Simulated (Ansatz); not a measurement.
# B3PPd: the cost of one run

Method: DFT PBE, scalar-relativistic, plane waves, PAW, in Ansatz 0.2.0.

## Step 1: Starting point

The structure is cubic, space group Pm-3m (No. 221). Conventional cell: a = 3.641 Å, b = 3.641 Å, c = 3.641 Å, α = 90.00°, β = 90.00°, γ = 90.00°. B (site symmetry 4/mmm) has 2 Pd at 1.82 Å in its first shell of neighbours. P (site symmetry m-3m) is surrounded by 12 B at 2.57 Å. Pd (site symmetry m-3m) has 6 B at 1.82 Å in its first shell of neighbours.

Coordinates:

```
B P Pd
1.0
     3.64059    0.00000    0.00000
     0.00000    3.64059    0.00000
     0.00000    0.00000    3.64059
B P Pd
3 1 1
Direct
  0.00000 0.50000 0.50000
  0.50000 0.00000 0.50000
  0.50000 0.50000 0.00000
  0.00000 0.00000 0.00000
  0.50000 0.50000 0.50000
```

(A quick probe on a coarse mesh, which set the mesh and smearing, is not shown.)

## Step 3: Coarse relaxation

input.yaml reads:

```yaml
crystal:
  lattice:
    - [3.6405911246, 0.0, 0.0]
    - [0.0, 3.6405911246, 0.0]
    - [0.0, 0.0, 3.6405911246]
  atoms:
    - { symbol: B, position: [0.0, 0.5, 0.5] }
    - { symbol: B, position: [0.5, 0.0, 0.5] }
    - { symbol: B, position: [0.5, 0.5, 0.0] }
    - { symbol: P, position: [0.0, 0.0, 0.0] }
    - { symbol: Pd, position: [0.5, 0.5, 0.5] }
basis:
  ecutwfc: 420
kpoints:
  mp_grid: { grid: [6, 6, 6] }
hamiltonian:
  xc: pbe
scf:
  occupations: { method: gaussian, width: 0.1 }
  lower_state_search: "off"
output:
  forces: true
  stress: true
  eigenvalues: true
relax:
  adjacent_minimum: "off"
  f_tol: 0.04
  max_steps: 70
  cell: { stress_tol: 0.4 }
```

The run is started by

```sh
$ ansatz run input.yaml --threads 1 --pin off --max-ram 2560MiB --backend cpu --events-out ev --progress --plain --runs-dir out
```

**Question.** How long does this run take on 1 thread of Arm Neoverse V2, shared host, and how much memory does it need?

About 13 s, with a peak of 0.34 GiB.
